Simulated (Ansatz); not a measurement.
# BiTe: the cost of one run

Program: the Python package of Ansatz 0.2.0. Level of theory: DFT PBE, plane waves, PAW. These are calculated values, not measurements.

## (1) The system

It takes space group Fm-3m (No. 225, cubic). Conventional cell: a = 6.470 Å, b = 6.470 Å, c = 6.470 Å, α = 90.00°, β = 90.00°, γ = 90.00°. Around Bi (site symmetry m-3m) lie 6 Te at 3.23 Å. Te (site symmetry m-3m) is surrounded by 6 Bi at 3.23 Å.

No structure file is read: the coordinates are typed or built in the script.

## (2) The script

Input file strain_bite.py:

```python
import ansatz
import matplotlib.pyplot as plt
import numpy as np

vectors0 = np.array([
    [0.0, 3.235, 3.235],
    [3.235, 0.0, 3.235],
    [3.235, 3.235, 0.0],
])
sites = [
    ("Bi", (0.0, 0.0, 0.0)),
    ("Te", (0.5, 0.5, 0.5)),
]


def make_crystal(cell):
    crystal = ansatz.Crystal(lattice=ansatz.Lattice.of(cell))
    for symbol, position in sites:
        crystal = crystal.atom(symbol, position)
    return crystal

values = np.linspace(-0.05, 0.05, 7)
energies = []
for d in values:
    strain = np.diag([0, 0, d])
    cell = vectors0 @ (np.eye(3) + strain)
    job = (
        make_crystal(cell).calculation()
        .functional("pbe")
        .occupations("Fermi-Dirac", width=0.1)
        .basis(520)
        .kpoints(9, 9, 9)
        .stress()
    )
    r = job.run().report
    energies.append(r["free_energy_ev"] / len(sites))
    s = r["stress_gpa"]
    print(f"d = {d:+.4f}  stress xx yy zz xy (GPa, compression positive): {s[0][0]:8.3f} {s[1][1]:8.3f} {s[2][2]:8.3f} {s[0][1]:8.3f}")
energies = np.array(energies)

for value, e in zip(values, energies):
    print(f"strain {value:7.3f}   E - Emin = {1000 * (e - energies.min()):9.3f} meV/atom")
plt.figure(figsize=(4.5, 3))
plt.plot(values, 1000 * (energies - energies.min()), "o-")
plt.xlabel("strain")
plt.ylabel("meV/atom")
plt.tight_layout()
plt.savefig("strain.png", dpi=100)
curvature = 2 * np.polyfit(values, energies, 3)[1]
volume = abs(np.linalg.det(vectors0)) / len(sites)
print(f"d2E/dd2 over the volume: {curvature / volume * 160.21766:.1f} GPa")
```

## (3) The input behind the calls

The package turns the script's settings into the engine's input (first run):

```yaml
crystal:
  lattice:
    - [0.0, 3.235, 3.07325]
    - [3.235, 0.0, 3.07325]
    - [3.235, 3.235, 0.0]
  atoms:
    - { symbol: Bi, position: [0.0, 0.0, 0.0] }
    - { symbol: Te, position: [0.5, 0.5, 0.5] }
basis:
  ecutwfc: 520.0
kpoints:
  mp_grid:
    grid: [9, 9, 9]
hamiltonian:
  xc: pbe
scf:
  occupations:
    method: fermi_dirac
    width: 0.1
output:
  stress: true
```

## (4) Launch

The run is started by

```console
$ python strain_bite.py
```

Q: Estimate wall time and peak memory on 1 thread of Arm Neoverse V2, shared host.

About 37 s, with a peak of 0.53 GiB.
